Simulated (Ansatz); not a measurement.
# GaPHS (doublet): wave-function methods side by side at distance P1–Ga2 = 7.550 Å, cc-pVDZ

How much of the correlation energy of GaPHS (doublet) does each wave-function method recover here?

Method: cc-pVDZ, core rule «outside noble gas», up to 24 orbitals frozen; program: Ansatz 0.2.0, Gaussian basis.

The runs, in order: UHF; CCSD(T) on ROHF; CCSD(T) on UHF; BCCD(T) on ROHF; CISD; CCSDT(Q) on ROHF; CCSDT(Q) on UHF; CASSCF and MRCISD+Q, 3 electrons in 3 orbitals; CASSCF and NEVPT2, 3 electrons in 3 orbitals.

49 further runs of the same task are left out: 7 for a known fault of the program, 4 for a mislabelled method, 30 that didn't finish, 8 set aside as unsound or not needed.

### 1 The geometry

The geometry derives from a PBE0/def2-TZVP stationary point (not a proven minimum). One bond is set to the value named and the two fragments are kept rigid. No spin-orbit coupling is included. The filled d shell of Ga may be among the frozen orbitals whatever the setting's name suggests; the logs give the count.

4 atoms, charge 0, spin multiplicity 2.

Atoms are counted from 1 here; the program's logs count them from 0.

Bond lengths: P1–H4 1.428 Å, Ga2–S3 2.019 Å.

### 2 UHF

File in.yaml:

```yaml
crystal:
  periodic: [false, false, false]
  atoms:
    - {symbol: P, position_ang: [-0.000017, -0.492234, 4.269620]}
    - {symbol: Ga, position_ang: [0.000023, -0.227067, -3.275722]}
    - {symbol: S, position_ang: [0.000010, -0.215702, -5.294771]}
    - {symbol: H, position_ang: [-0.000016, 0.935003, 4.300873]}
basis:
  gaussian: {orbitals: cc-pVDZ}
magnetization: {spin_polarized: true, initial_magnetization: 1}
hamiltonian: {xc: hf}
output: {orbitals: {seedname: orbitals}}
```

On the command line:

```bash
$ ansatz run in.yaml --threads 1 --pin off --events-out ev --progress --plain --max-ram 2393MiB
```

The runs that follow: CCSD(T) on ROHF; CCSD(T) on UHF; BCCD(T) on ROHF; CISD; CCSDT(Q) on ROHF; CCSDT(Q) on UHF; CASSCF and MRCISD+Q, 3 electrons in 3 orbitals; CASSCF and NEVPT2, 3 electrons in 3 orbitals.

Before running them: what should the planned runs give, taken together? Wanted: UCCSDT(Q) below the RHF energy; RMP2 from UCCSDT(Q); UMP2 from UCCSDT(Q); RCCSD from UCCSDT(Q); RCCSD(T) from UCCSDT(Q); UCCSD(T) from UCCSDT(Q); RCCSDT(Q) from UCCSDT(Q); NEVPT2 pair from UCCSDT(Q); MRCISD+Q pair from UCCSDT(Q).

**Answer**, as computed:

```
                         quantity                      value
   UCCSDT(Q) below the RHF energy                -10.3917 eV
              RMP2 from UCCSDT(Q)            +32.18 kcal/mol
              UMP2 from UCCSDT(Q)            +33.93 kcal/mol
             RCCSD from UCCSDT(Q)             +8.79 kcal/mol
          RCCSD(T) from UCCSDT(Q)             -2.74 kcal/mol
          UCCSD(T) from UCCSDT(Q)             +1.60 kcal/mol
         RCCSDT(Q) from UCCSDT(Q)             +0.13 kcal/mol
       NEVPT2 pair from UCCSDT(Q)            +32.15 kcal/mol
     MRCISD+Q pair from UCCSDT(Q)             +6.13 kcal/mol
levels within 1 kcal/mol (43 meV)  RCCSDT, UCCSDT, RCCSDT(Q)
                    T1 diagnostic                      0.269
```

In words: RCCSD(T) lands -2.74 kcal/mol from the yardstick (1.1 % of the correlation energy). CCSD(T) misses by -2.74 kcal/mol on the restricted determinant and by +1.60 kcal/mol on the unrestricted one; the two need not hold the same state or core. Of the multireference levels listed MRCISD+Q pair comes nearest in total energy (+6.13 kcal/mol), which doesn't show that its space is the better one. Coupled cluster took another determinant than the lowest Hartree-Fock one. These misses are within one basis, not against nature; the frozen cores of restricted and unrestricted runs differ, which can shift their rows.
